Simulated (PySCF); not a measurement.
# PbO₂⁻: structure of the quartet

Where does quartet PbO₂⁻ go from a end-on start, is the end point a minimum, and what are its modes, charges and moments?

Computed with PySCF 2.14.0. Level: PBE0, basis Pb def2-SVPD with ECP60, O def2-SVPD, scalar-relativistic core potentials, no spin–orbit coupling, density fitting.

## Step 1: The system as given

3 atoms, charge -1, spin multiplicity 4.

Bond lengths: Pb1–O2 2.132 Å, O2–O3 1.445 Å. Angles: Pb1–O2–O3 119.9°.

Z-matrix (Å, degrees; charge -1 multiplicity 4):
```
Pb
O  1 2.1321
O  2 1.4450 1 119.89
```

## Step 2: The SCF at the typed geometry

One driver script runs all steps and calls PySCF; scf.py shows how it sets up the SCF of each step. The optimiser is the driver's own. After this first run the driver tries any further starts and a stability analysis.

The input, scf.py:

```python
from pyscf import gto, scf, dft
mol = gto.M(atom='''
Pb     0.000000     0.000000     0.000000
O      0.000000     0.000000     2.132100
O      1.252800     0.000000     2.852100''',
    basis={'Pb': 'def2-SVPD', 'O': 'def2-SVPD'},
    ecp={'Pb': 'def2-SVPD'},
    charge=-1, spin=3)
mf = dft.UKS(mol, xc='PBE0')
mf.grids.atom_grid = (50, 194)
aux = {'Pb': 'def2-universal-JKFIT', 'O': 'def2-universal-JKFIT'}
mf = mf.density_fit(auxbasis=aux)
mf.conv_tol = 1e-08
mf.diis_space = 10
mf.max_cycle = 60
mf.init_guess = 'minao'
mf.verbose = 4
mf.kernel()
```

Started as:

```console
> OMP_NUM_THREADS=2 python axn.py task.json out
```

Log:

```text
init E= -318.761069372126
[... the frontier-level lines of each cycle are left out ...]
cycle= 1 E= -340.794856136663  delta_E=  -22  |g|= 1.77  |ddm|=  9.9
cycle= 2 E= -300.18003107323  delta_E= 40.6  |g|= 6.69  |ddm|= 73.1
cycle= 3 E= -341.370483500563  delta_E= -41.2  |g|=  1.7  |ddm|= 72.4
cycle= 4 E= -342.605211914865  delta_E= -1.23  |g|= 0.867  |ddm|=  3.7
cycle= 5 E= -342.878845529781  delta_E= -0.274  |g|= 0.419  |ddm|=  2.5
cycle= 6 E= -342.923552738022  delta_E= -0.0447  |g|= 0.247  |ddm|= 0.825
cycle= 7 E= -342.951409103417  delta_E= -0.0279  |g|= 0.0344  |ddm|= 0.295
cycle= 8 E= -342.9521433981  delta_E= -0.000734  |g|= 0.00596  |ddm|= 0.156
cycle= 9 E= -342.952179393829  delta_E= -3.6e-05  |g|= 0.00212  |ddm|= 0.0284
cycle= 10 E= -342.952188866426  delta_E= -9.47e-06  |g|= 0.000991  |ddm|= 0.0124
cycle= 11 E= -342.95219081241  delta_E= -1.95e-06  |g|= 0.000362  |ddm|= 0.00419
cycle= 12 E= -342.95219117254  delta_E= -3.6e-07  |g|= 0.000152  |ddm|= 0.00176
cycle= 13 E= -342.952191240728  delta_E= -6.82e-08  |g|= 0.000102  |ddm|= 0.000941
cycle= 14 E= -342.952191248649  delta_E= -7.92e-09  |g|= 2.55e-05  |ddm|= 0.000289
Extra cycle  E= -342.952191248849  delta_E= -2.01e-10  |g|= 3.99e-05  |ddm|= 0.000107
converged SCF energy = -342.952191248849  <S^2> = 3.7605329  2S+1 = 4.005263
```

This step, with its further starts and checks, ran for 11 s (2 threads of Arm Neoverse V2, shared host).

Energies from each starting density:

```
                      start  energy (Eh)
    the minimal-basis guess  -342.952191
a thermally smeared density  -342.952191
      a smeared PBE density  -342.952191
```

No lower solution of this spin turned up from the other starts or in the test of internal stability.

## Step 3: End-on start, quartet: relaxation

The program finds Cs symmetry in the start, which this walk keeps. Threshold on the gradient: 0.0003 Eh/bohr, with a further test on the energy change.

Changes to scf.py since step 2:

```diff
@@ -3,3 +3,3 @@
-Pb     0.000000     0.000000     0.000000
-O      0.000000     0.000000     2.132100
-O      1.252800     0.000000     2.852100''',
+Pb    -0.083505     0.000000    -0.332221
+O     -0.083505     0.000000     1.799879
+O      1.169295     0.000000     2.519879''',
@@ -16 +15,0 @@
-mf.init_guess = 'minao'
```

Steps of the walk:

```
step  energy (Eh)  change (kJ/mol)  largest symmetric gradient (Eh/bohr)
   0  -342.952191             0.00                               0.08801
   1  -342.972293           -52.78                               0.02863
   2  -342.974355           -58.19                               0.01411
   3  -342.974894           -59.61                               0.00415
   4  -342.974961           -59.78                               0.00045
   5  -342.974962           -59.79                               0.00015
```

The walk took 9.4 s.

End point (Cs, 5 steps, 59.8 kJ/mol gained): O–O 1.300 Å, Pb–O 2.381 Å; O–O–Pb 111.4°.

## Step 4: Hessian and properties

On the finer grid the gradient is checked again; gradients at displacements of ±0.02 bohr then give force constants and infrared intensities.

Changes to scf.py since step 3:

```diff
@@ -3,3 +3,3 @@
-Pb    -0.083505     0.000000    -0.332221
-O     -0.083505     0.000000     1.799879
-O      1.169295     0.000000     2.519879''',
+Pb    -0.079949     0.000000    -0.352055
+O     -0.093532     0.000000     2.030338
+O      1.110526     0.000000     2.519105''',
@@ -10 +10 @@
-mf.grids.atom_grid = (50, 194)
+mf.grids.atom_grid = (75, 302)
@@ -13 +13 @@
-mf.conv_tol = 1e-08
+mf.conv_tol = 1e-10
```

This SCF starts from the last density.

SCF at the final geometry:

```text
init E= -342.974937267269
[... the frontier-level lines of each cycle are left out ...]
cycle= 1 E= -342.974937267102  delta_E= 1.67e-10  |g|= 2.42e-05  |ddm|= 2.98e-05
cycle= 2 E= -342.974937266298  delta_E= 8.04e-10  |g|= 5.25e-05  |ddm|= 5.49e-05
cycle= 3 E= -342.974937267313  delta_E= -1.02e-09  |g|= 6.01e-06  |ddm|= 3.5e-05
cycle= 4 E= -342.974937267332  delta_E= -1.92e-11  |g|= 1.37e-07  |ddm|= 6.26e-06
Extra cycle  E= -342.97493726733  delta_E= 2.1e-12  |g|= 2.25e-07  |ddm|= 8.06e-07
converged SCF energy = -342.97493726733  <S^2> = 3.759207  2S+1 = 4.0046008
```

The whole step took 41 s.

Geometry: Cs; O–O 1.299 Å, Pb–O 2.382 Å; O–O–Pb 111.8°.

Harmonic modes (main isotopes):

```tsv
symmetry	ω (cm⁻¹)	IR (km/mol)	μ (u)
a'	145	16.8	17.47
a'	343	32.3	16.78
a'	1262	52.5	15.99
```

Every mode is real; the point is a minimum.

Constants and moments:

```
Dipole moment about the centre of mass                          : 4.88 D
Highest occupied level                                          : 0.30 eV
Lowest empty level                                              : 2.85 eV
Rotational constants                                            : 1.89, 0.08204, 0.07862 cm⁻¹
Zero-point energy                                               : 10.5 kJ/mol
Principal polarisabilities                                      : 103.0, 107.4, 122.9 bohr³
Principal traceless quadrupole moments about the centre of mass : -15.59, 6.48, 9.10 D Å
Entropy at 298.15 K and 1 bar (electronic part: spin only)      : 307.4 J/(mol K)
Heat capacity Cp at 298.15 K                                    : 48.6 J/(mol K)
Enthalpy at 298.15 K above 0 K                                  : 12.63 kJ/mol
Rotational symmetry number                                      : 1
Spin squared ⟨S²⟩                                               : 3.759
```

Charges (e) and bond orders:

```
atom  Mulliken  Löwdin  polar tensor  spin (Mulliken)  Mayer order to Pb1
 Pb1     -0.23    0.01         -0.24             2.01                   –
  O2     -0.42   -0.66         -0.38             0.42                0.38
  O3     -0.35   -0.35         -0.39             0.56                0.00
```

Mulliken populations on Pb1 (outside its core potential): s 4.00, p 8.20, d 10.03.

## Step 5: What came out

| quantity | value |
| --- | --- |
| minimum | quartet, Cs |
| geometry | O–O 1.299 Å, Pb–O 2.382 Å; O–O–Pb 111.8° |
| wavenumbers (cm⁻¹) | 145 (a'), 343 (a'), 1262 (a') |
| dipole moment (centre of mass) | 4.88 D |
| highest occupied, lowest empty level (either spin) | 0.30, 2.85 eV |
| polar-tensor charge of Pb1 | -0.24 e |
| zero-point energy | 10.5 kJ/mol |
| entropy at 298.15 K | 307.4 J/(mol K) |
| ⟨S²⟩ | 3.759 |

**Reading.** The end-on start keeps its Cs symmetry and ends in a minimum. In the infrared the band at 1262 cm⁻¹ (a') leads. Most of the spin sits on Pb1 (Mulliken spin 2.01, against 3 for the whole molecule). Other starts or spin states, not run here, may lie lower. A highest occupied level above zero is common for anions with such functionals; it warns that the extra electron is poorly described. With an element this heavy the missing spin–orbit coupling can shift these numbers.

The search up to here took 61 s.
